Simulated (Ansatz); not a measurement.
# C₂H₉BN₂: one species, many methods

An exercise on one series of results from a longer session: the logs are not shown, and one member is left open.

Program: Ansatz 0.2.0, Gaussian basis. Level of theory: functionals in def2-TZVPP, the program's frozen cores in correlated methods. These are calculated values, not measurements.

Plan: LDA (SPW92), PBE-D4, revPBE-D4, BLYP-D4, r2SCAN-D4, B97M-V, PBE0-D4, B3LYP-D4, r2SCANh-D4, r2SCAN0-D4, HSE06-D4, BHLYP-D4, CAM-B3LYP-D4, LC-ωPBE, ωB97X-V, ωB97M-V, B2PLYP, PBE-QIDH; CCSD(T)/def2-SVP; CCSD(T)/def2-TZVPP; MP2/def2-QZVPP; extrapolation to the limit; RPA on PBE.

### The relaxed structure

The geometry comes from an earlier relaxation with PBE0-D4 in a triple-zeta def2 set; it is a stationary point, not always the lowest conformer.

SMILES `CCB(N)N`, 14 atoms, charge 0, spin multiplicity 1.

Atoms are counted from 1 here; the program's logs count them from 0.

Bond lengths: C1–C2 1.531 Å, C1–H6 1.094 Å, C1–H7 1.093 Å, C1–H8 1.093 Å, C2–B3 1.586 Å, C2–H9 1.096 Å, C2–H10 1.096 Å, B3–N4 1.416 Å, B3–N5 1.415 Å, N4–H11 1.004 Å, N4–H12 1.003 Å, N5–H13 1.003 Å, N5–H14 1.004 Å. Angles: C2–C1–H6 112.0°, C2–C1–H7 111.3°, C2–C1–H8 111.2°, H6–C1–H7 107.6°, H6–C1–H8 107.6°, H7–C1–H8 107.0°, C1–C2–B3 112.1°, C1–C2–H9 109.2°, C1–C2–H10 109.2°, B3–C2–H9 110.2°, B3–C2–H10 110.2°, H9–C2–H10 105.7°, C2–B3–N4 119.7°, C2–B3–N5 119.7°, N4–B3–N5 120.6°, B3–N4–H11 124.5°, B3–N4–H12 122.0°, H11–N4–H12 113.5° and more.

Geometry (Å):

```xyz
14
charge 0, multiplicity 1
C    -0.92513    1.51862    0.25205
C     0.23914    0.65002    0.73575
B     0.39351   -0.67471   -0.12232
N    -0.34464   -1.82936    0.23248
N     1.23121   -0.67830   -1.26328
H    -1.02980    2.43098    0.84571
H    -1.87356    0.97754    0.30891
H    -0.78950    1.81757   -0.79094
H     0.08699    0.40043    1.79215
H     1.16475    1.23573    0.69906
H    -0.33898   -2.68922   -0.28654
H    -0.93995   -1.85304    1.03933
H     1.76819    0.12534   -1.53110
H     1.34477   -1.46089   -1.88258
```

The first run:

in.yaml reads:

```yaml
crystal:
  periodic: [false, false, false]
  atoms:
    - {symbol: C, position_ang: [-0.925132, 1.518616, 0.252053]}
    - {symbol: C, position_ang: [0.239137, 0.650017, 0.735754]}
    - {symbol: B, position_ang: [0.393513, -0.674706, -0.122321]}
    - {symbol: N, position_ang: [-0.344640, -1.829362, 0.232483]}
    - {symbol: N, position_ang: [1.231214, -0.678303, -1.263281]}
    - {symbol: H, position_ang: [-1.029801, 2.430981, 0.845714]}
    - {symbol: H, position_ang: [-1.873565, 0.977538, 0.308913]}
    - {symbol: H, position_ang: [-0.789501, 1.817567, -0.790938]}
    - {symbol: H, position_ang: [0.086991, 0.400431, 1.792153]}
    - {symbol: H, position_ang: [1.164755, 1.235732, 0.699063]}
    - {symbol: H, position_ang: [-0.338981, -2.689221, -0.286545]}
    - {symbol: H, position_ang: [-0.939951, -1.853043, 1.039331]}
    - {symbol: H, position_ang: [1.768194, 0.125338, -1.531100]}
    - {symbol: H, position_ang: [1.344767, -1.460886, -1.882576]}
basis:
  gaussian: {orbitals: def2-TZVPP}
hamiltonian: {xc: lda}
output: {orbitals: {seedname: orbitals}}
```

Steps of the session up to this table: LDA; PBE-D4 (GGA); revPBE-D4 (GGA); BLYP-D4 (GGA); r2SCAN-D4 (meta-GGA); B97M-V (meta-GGA); PBE0-D4 (hybrid); B3LYP-D4 (hybrid); r2SCANh-D4 (hybrid); r2SCAN0-D4 (hybrid); HSE06-D4 (hybrid); BHLYP-D4 (hybrid); CAM-B3LYP-D4 (range-separated); LC-ωPBE-D4 (range-separated; the results give it without D4); ωB97X-V (range-separated); ωB97M-V (range-separated); B2PLYP (double hybrid); PBE-QIDH (double hybrid).

One of the session's tables, all rows but one given; the rest of the session is left out.

It belongs to the step «Frontier levels by functional». 

```
  functional  HOMO (eV)  LUMO (eV)  gap (eV)
 LDA (SPW92)      -5.54      -0.06      5.48
      PBE-D4      -5.37       0.06      5.43
   revPBE-D4      -5.30       0.13      5.44
     BLYP-D4      -5.25       0.03      5.29
   r2SCAN-D4      -5.65       0.83      6.48
      B97M-V      -5.73       0.23      5.96
     PBE0-D4      -6.76       0.85      7.62
    B3LYP-D4      -6.53       0.51      7.04
  r2SCANh-D4          ?          ?         ?
  r2SCAN0-D4      -6.97       1.35      8.33
    HSE06-D4      -6.36       0.49      6.85
    BHLYP-D4      -8.09       1.41      9.49
CAM-B3LYP-D4      -8.20       1.56      9.77
     LC-ωPBE      -9.61       2.87     12.48
     ωB97X-V      -9.23       2.64     11.87
     ωB97M-V      -9.15       2.16     11.31
```

Q: Estimate the row for r2SCANh-D4 from the others.

Worked estimate for «HOMO (eV)». Against the share of exact exchange, r2SCAN-D4 (0, -5.65), r2SCAN0-D4 (0.25, -6.97) give a slope of -5.28 per unit share; at 0.1 the line stands at -6.18.

**Answer.** HOMO (eV): -6.18; LUMO (eV): 1.05; gap (eV): 7.23. In «HOMO (eV)» the line misses by 0.00.
